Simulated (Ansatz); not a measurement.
# InNH₄ (SMILES [NH2][InH2]): energies and forces away from the minimum

An exercise on one series of results from a longer session: the logs are not shown, and one member is left open.

Method: single points with forces in def2-TZVPP; program: Ansatz 0.2.0, Gaussian basis.

Levels: PBE-D4, r2SCAN-D4, PBE0-D4, wB97M-V, Hartree-Fock, MP2, CCSD, CCSD(T). Each coordinate is moved by a Gaussian draw of the width named (0.7 of it for atoms other than hydrogen): 0.12, 0.02, 0.12, 0.04 Å.

Correlated methods freeze the cores. Filled d shells of the heavier atoms are correlated. Core potentials replace the inner electrons past krypton, and spin-orbit coupling is left out.

11 further runs of the same task are left out: 11 set aside as unsound or not needed.

## Starting geometry

The minimum, relaxed at PBE0-D4: SMILES `[NH2][InH2]`, 6 atoms, charge 0, spin multiplicity 1.

Atoms are counted from 1 here; the program's logs count them from 0.

Bond lengths: N1–In2 2.007 Å, N1–H3 1.006 Å, N1–H4 1.006 Å, In2–H5 1.712 Å, In2–H6 1.712 Å. Angles: In2–N1–H3 124.3°, In2–N1–H4 124.3°, H3–N1–H4 111.3°, N1–In2–H5 115.0°, N1–In2–H6 115.0°, H5–In2–H6 130.0°.

As a file:

```xyz
6
charge 0, multiplicity 1
N    -0.0922   -1.0605    0.0366
In    0.0953    0.9359   -0.0483
H    -0.5980   -1.5529    0.7534
H     0.3119   -1.6973   -0.6293
H     1.0125    1.5205   -1.3707
H    -0.6874    1.7903    1.2121
```

Energies of the minimum (eV), from earlier single points: PBE-D4 -6727.44560, r2SCAN-D4 -6730.38973, PBE0-D4 -6727.54314, B3LYP-D4 -6731.49690, wB97M-V -6727.04593, CCSD(T) -6708.78890.

Set-up of the first run:

Input file ccsdt-tzvpp/in.yaml:

```yaml
crystal:
  periodic: [false, false, false]
  atoms:
    - {symbol: N, position_ang: [-0.150315, -1.207048, 0.122190]}
    - {symbol: In, position_ang: [0.110544, 0.979120, -0.008835]}
    - {symbol: H, position_ang: [-0.652346, -1.331707, 0.796341]}
    - {symbol: H, position_ang: [0.351269, -1.913084, -0.660721]}
    - {symbol: H, position_ang: [1.086675, 1.494604, -1.318985]}
    - {symbol: H, position_ang: [-0.769829, 1.681846, 1.259537]}
basis:
  gaussian: {orbitals: def2-TZVPP}
correlation: {method: ccsd_t}
output: {forces: true}
```

No record of the launch command was kept for these runs.

Steps of the session up to this table: Structure 1, width 0.12 Å; Structure 2, width 0.02 Å; Structure 3, width 0.12 Å; Structure 4, width 0.04 Å.

One table of the session follows, with a row left open; its other results are not shown here.

```
   method  RMS force component (eV/Å)  angle to CCSD(T) forces (°)  dipole (D)
   PBE-D4                       1.528                          4.7        0.70
r2SCAN-D4                       1.439                          1.4        0.61
  PBE0-D4                       1.440                          1.0        0.53
  wB97M-V                           ?                            ?           ?
  CCSD(T)                       1.459                    reference        0.51
```

Q: Estimate the row for wB97M-V from the others.

**Answer.** RMS force component (eV/Å): 1.433; angle to CCSD(T) forces (°): 0.7; dipole (D): 0.50. In the column «RMS force component (eV/Å)» it is the lowest.
